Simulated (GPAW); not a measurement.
Crystal: Sn3Se.

```
CELL_PARAMETERS angstrom
4.74188 0.00000 0.00000
0.00000 4.74188 0.00000
0.00000 0.00000 4.74188
ATOMIC_POSITIONS crystal
Sn 0.50000 0.50000 0.00000
Sn 0.50000 0.00000 0.50000
Sn 0.00000 0.50000 0.50000
Se 0.00000 0.00000 0.00000
```

The cell comes from a database or a generator and needn't be the stable form of this composition.

```yaml
Program: GPAW 26.7.0
Task: relaxation of cell and atoms
Functional: PBEsol
Dispersion: D3(BJ)
Potentials_or_basis: PAW data sets generated in the run's folder for this functional
Cutoff: 600 eV
Basis: pw
k_mesh: 6 × 6 × 6
Occupations: fermi-dirac, width 0.05 eV
Spin: no spin polarisation
```

At the start: pressure -5.1 GPa; volume 26.66 Å³/atom.

Where does the relaxation end?

Over 4 steps the energy falls by 46.3 meV/atom and the volume is 23.99 Å³/atom (-10.0 %); space group Pm-3m (No. 221, to 0.05 Å).

The path:
```tsv
step	energy change (eV)	largest force (eV/Å)	pressure (GPa)	volume (Å³)
1	0.0000	0.0000	-5.12	106.62
2	-0.0298	0.0000	-4.77	105.65
3	-0.1835	0.0000	0.64	94.86
4	-0.1853	0.0000	-0.07	95.97
```

Final structure:
```yaml
crystal:
  lattice:
    - [4.57838, 0.00000, 0.00000]
    - [0.00000, 4.57838, 0.00000]
    - [0.00000, 0.00000, 4.57838]
  atoms:
    - { symbol: Sn, position: [0.50000, 0.50000, 0.00000] }
    - { symbol: Sn, position: [0.50000, 0.00000, 0.50000] }
    - { symbol: Sn, position: [0.00000, 0.50000, 0.50000] }
    - { symbol: Se, position: [0.00000, 0.00000, 0.00000] }
```

Caveat: later steps reuse the first step's grids; pairwise dispersion overbinds metals, which lowers pressure and volume.
